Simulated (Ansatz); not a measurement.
Runs of Ansatz 0.2.0 on Ba2Tl5V3O12. Symmetry: P-42m, No. 111, tetragonal system. Conventional cell: a = 9.937 Å, b = 9.937 Å, c = 6.656 Å, α = 90.00°, β = 90.00°, γ = 90.00°. Ba (site symmetry 222) has 4 O at 2.61 Å as nearest neighbours. Around V (site symmetry -42m) lie 4 O at 1.73 Å. V (site symmetry 222) is surrounded by 4 O at 1.73 Å. Tl (site symmetry -42m) is surrounded by 8 O at 4.22 Å. Tl (site symmetry m) has 3 O at 2.32 to 2.59 Å as nearest neighbours. Around O (site symmetry m) lie 1 V at 1.73 Å. O (site symmetry 1) is surrounded by 1 V at 1.73 Å. The cell was built by a generator and needn't be a form met in nature.

| task | level | cell | k mesh | cutoff (eV) | points for each segment of the path | gap on the mesh (eV) | pressure (GPa) | moment (μB) | relaxed volume (Å³/atom) | largest force (eV/Å) |
| --- | --- | --- | --- | --- | --- | --- | --- | --- | --- | --- |
| relaxation of cell and atoms | r2SCAN | relaxed | 2 × 2 × 3 | 500 | - | 1.04 | 0.0 | 0.00 | 27.90 | 0.01 |
| atomic charges | PBE | as given | 3 × 3 × 4 | 420 | - | 0.51 | 0.0 | 0.00 | - | 0.01 |
| electron localisation function | PBE | as given | 3 × 3 × 4 | 420 | - | 0.51 | 0.0 | 0.00 | - | 0.01 |
| band structure | PBE | as given | 3 × 3 × 4 | 420 | 10 | 0.51 | 0.0 | 0.00 | - | 0.01 |
| relaxation of cell and atoms | revPBE | relaxed | 2 × 2 × 3 | 420 | - | (a) | 0.0 | 0.00 | 32.29 | - |

Alike in all rows: potentials or basis Ansatz PAW; spin collinear, ferromagnetic start; smearing fermi-dirac 0.05 eV.

Problem. Estimate the missing entries.

Solution. (a) 0.43.

Caveats: spin-orbit coupling is left out, which as a rule narrows the gap of such compounds by several tenths of an eV; the starting moments weren't kept; odd divisions of the mesh miss points on the zone boundary, where band edges often lie, so the gap on the mesh can be too wide (some runs); the plane-wave basis is chosen anew once the cell has moved, so the energies of steps on either side of that aren't comparable (some runs); the PAW data sets come from PBE, with cores solved anew for the run's functional, which leaves a small shift of forces and pressure (some runs); the magnetic or orbital state may not be the lowest (some runs).

A k mesh can miss the band edges, and the runs leave out spin-orbit coupling on Ba, Tl.
